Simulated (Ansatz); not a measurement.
# AlClH3NO: the cost of one run

Method: RKS revPBE/def2-SVPD, in Ansatz 0.2.0.

## 1. The system as given

Bond lengths: Al1–Cl2 2.602 Å, Al1–N3 1.748 Å, Al1–O5 1.632 Å, N3–H6 1.008 Å, O5–H7 0.950 Å. Angles: Cl2–Al1–N3 82.7°, Cl2–Al1–O5 118.9°, N3–Al1–O5 158.4°, Al1–N3–H6 131.0°, Al1–O5–H7 172.4°.

Coordinates:

```xyz
7

Al    0.1746    0.3889   -0.0294
Cl    0.1086   -1.8618   -1.3337
N    -1.3085   -0.2257    0.6621
H    -0.9451   -1.3019   -0.0402
O     1.3892    1.4370   -0.3271
H    -1.5748   -0.3856    1.6214
H     2.1562    1.9492   -0.5532
```

## 2. A restrained relaxation towards end A

Springs on the bonds that form and break draw the guess towards this end; the thresholds are loose.

File input.yaml:

```yaml
crystal:
  periodic: [false, false, false]
  atoms:
    - { symbol: Al, position_ang: [0.1746, 0.3889, -0.0294] }
    - { symbol: Cl, position_ang: [0.1086, -1.8618, -1.3337] }
    - { symbol: "N", position_ang: [-1.3085, -0.2257, 0.6621] }
    - { symbol: H, position_ang: [-0.9451, -1.3019, -0.0402] }
    - { symbol: O, position_ang: [1.3892, 1.437, -0.3271] }
    - { symbol: H, position_ang: [-1.5748, -0.3856, 1.6214] }
    - { symbol: H, position_ang: [2.1562, 1.9492, -0.5532] }
basis:
  gaussian: { orbitals: def2-SVPD }
hamiltonian:
  xc: revpbe
relax:
  f_tol: 0.15
  max_steps: 25
  restrain:
    - { distance: [3, 1], at: 2.63, k: 30.0 }
    - { distance: [0, 1], at: 2.23, k: 30.0 }
    - { distance: [3, 2], at: 1.02, k: 30.0 }
output:
  orbitals: {}
```

On the command line:

```bash
$ ansatz run input.yaml --threads 2 --pin off --max-ram 3072MiB --backend cpu --events-out ev --progress --plain --runs-dir out
```

**Question.** How long does this run take on 2 threads of Intel Xeon Platinum 8488C (Sapphire Rapids), shared host, and how much memory does it need?

About 18 s, with a peak of 0.16 GiB.
